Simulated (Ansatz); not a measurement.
# C₃H₁₂O₃Si₂: up Jacob's ladder to CCSD(T)

How much do the methods differ for C₃H₁₂O₃Si₂? The plan is to run it at one geometry with functionals of several rungs and with coupled cluster, and see how far each lands from CCSD(T) at the basis-set limit for the atomisation energy.

Program: Ansatz 0.2.0, Gaussian basis. Level of theory: functionals in def2-TZVPP, the program's frozen cores in correlated methods. These are calculated values, not measurements.

Levels to be run: LDA (SPW92), PBE-D4, revPBE-D4, BLYP-D4, r2SCAN-D4, B97M-V, PBE0-D4, B3LYP-D4, r2SCANh-D4, r2SCAN0-D4, HSE06-D4, BHLYP-D4, CAM-B3LYP-D4, LC-ωPBE, ωB97X-V, ωB97M-V, B2PLYP, PBE-QIDH; CCSD(T)/def2-SVP; CCSD(T)/def2-TZVPP; MP2/def2-QZVPP; extrapolation to the limit; RPA on PBE.

## (1) Structure used throughout

An earlier PBE0-D4 in a triple-zeta def2 set relaxation fixed the geometry.

20 atoms, charge 0, spin multiplicity 1.

Atoms are counted from 1 here; the program's logs count them from 0.

Bond lengths: C1–O2 1.409 Å, C1–H9 1.096 Å, C1–H10 1.095 Å, C1–H11 1.091 Å, O2–Si3 1.633 Å, Si3–C4 1.843 Å, Si3–O5 1.641 Å, Si3–O7 1.629 Å, C4–H12 1.092 Å, C4–H13 1.092 Å, C4–H14 1.092 Å, O5–C6 1.407 Å, C6–H15 1.091 Å, C6–H16 1.096 Å, C6–H17 1.096 Å, O7–Si8 1.638 Å, Si8–H18 1.487 Å, Si8–H19 1.485 Å and more. Angles: O2–C1–H9 111.7°, O2–C1–H10 111.1°, O2–C1–H11 108.3°, H9–C1–H10 108.4°, H9–C1–H11 108.6°, H10–C1–H11 108.6°, C1–O2–Si3 123.6°, O2–Si3–C4 106.8°, O2–Si3–O5 110.7°, O2–Si3–O7 110.6°, C4–Si3–O5 113.4°, C4–Si3–O7 111.6°, O5–Si3–O7 103.9°, Si3–C4–H12 110.5°, Si3–C4–H13 111.0°, Si3–C4–H14 110.7°, H12–C4–H13 107.9°, H12–C4–H14 108.3° and more.

## (2) LDA

This LDA is Slater exchange with PW92 correlation.

The input, in.yaml:

```yaml
crystal:
  periodic: [false, false, false]
  atoms:
    - {symbol: C, position_ang: [-0.365163, -1.503882, 1.907946]}
    - {symbol: O, position_ang: [-1.088562, -1.007278, 0.804967]}
    - {symbol: Si, position_ang: [-0.410604, -0.146629, -0.405968]}
    - {symbol: C, position_ang: [-1.724045, 0.118936, -1.671142]}
    - {symbol: O, position_ang: [0.233876, 1.249790, 0.166178]}
    - {symbol: C, position_ang: [-0.497272, 2.227572, 0.866221]}
    - {symbol: O, position_ang: [0.868165, -0.941061, -1.028605]}
    - {symbol: Si, position_ang: [2.496789, -0.790797, -1.116740]}
    - {symbol: H, position_ang: [0.210899, -0.714562, 2.403621]}
    - {symbol: H, position_ang: [0.325484, -2.296376, 1.601939]}
    - {symbol: H, position_ang: [-1.074997, -1.919189, 2.625357]}
    - {symbol: H, position_ang: [-2.075467, -0.837705, -2.063056]}
    - {symbol: H, position_ang: [-2.582428, 0.640605, -1.241693]}
    - {symbol: H, position_ang: [-1.342089, 0.712256, -2.504687]}
    - {symbol: H, position_ang: [0.206252, 2.946209, 1.290320]}
    - {symbol: H, position_ang: [-1.180522, 2.766783, 0.200655]}
    - {symbol: H, position_ang: [-1.082242, 1.789533, 1.682620]}
    - {symbol: H, position_ang: [3.093851, -0.733670, 0.243448]}
    - {symbol: H, position_ang: [2.876716, 0.433038, -1.867748]}
    - {symbol: H, position_ang: [3.019561, -1.984275, -1.827231]}
basis:
  gaussian: {orbitals: def2-TZVPP}
hamiltonian: {xc: lda}
output: {orbitals: {seedname: orbitals}}
```

Further steps of the session: PBE-D4 (GGA); revPBE-D4 (GGA); BLYP-D4 (GGA); r2SCAN-D4 (meta-GGA); B97M-V (meta-GGA); PBE0-D4 (hybrid); B3LYP-D4 (hybrid); r2SCANh-D4 (hybrid); r2SCAN0-D4 (hybrid); HSE06-D4 (hybrid); BHLYP-D4 (hybrid); CAM-B3LYP-D4 (range-separated); LC-ωPBE (range-separated); ωB97X-V (range-separated); ωB97M-V (range-separated); B2PLYP (double hybrid); PBE-QIDH (double hybrid); CCSD(T) in def2-SVP; CCSD(T) in def2-TZVPP; MP2 in def2-QZVPP; RPA on PBE orbitals.

**Question.** What will the summary of the whole plan be? Wanted: atomisation energy, CCSD(T)/CBS; farthest beyond LDA; mean size of error, GGA; mean size of error, meta-GGA; mean size of error, hybrid; mean size of error, range-separated; mean size of error, double hybrid; gap, smallest and largest; T1 diagnostic.

The runs gave:

```
                               quantity                                                        value
        atomisation energy, CCSD(T)/CBS                                              1862.5 kcal/mol
functionals within 9.3 kcal/mol (0.5 %)  r2SCAN-D4, B97M-V, B3LYP-D4, CAM-B3LYP-D4, ωB97X-V, ωB97M-V
                    farthest beyond LDA                                    BHLYP-D4 (-50.8 kcal/mol)
                mean size of error, GGA                                                18.8 kcal/mol
           mean size of error, meta-GGA                                                 2.7 kcal/mol
             mean size of error, hybrid                                                21.2 kcal/mol
    mean size of error, range-separated                                                 6.2 kcal/mol
      mean size of error, double hybrid                                                23.4 kcal/mol
              gap, smallest and largest                    5.96 eV (LDA (SPW92)), 13.51 eV (LC-ωPBE)
                          T1 diagnostic                                                       0.0112
triples share of the correlation energy                                                        3.5 %
```

What this shows: The LDA atomisation energy is off by 239.8 kcal/mol (13 %): it overbinds. PBE-D4 is off by +10.2 kcal/mol. Double hybrids carry the basis error of their MP2 part in triple zeta, and no dispersion term here, so their miss is partly the set-up's. The rungs meta-GGA, range-separated miss on average by less than the doubt on the reference (9.3 kcal/mol), so they tie. Misses under about 9.3 kcal/mol are within the doubt on the reference itself, which lacks core-valence correlation, relativity and higher excitations. Hartree-Fock recovers 74 % of the binding; the rest is correlation. CCSD(T) in def2-SVP is off by -116.7 kcal/mol, worse than the median functional, from the basis alone. The gap grows from 6.0 to 13.5 eV across the functionals, mostly with the share of exact exchange.
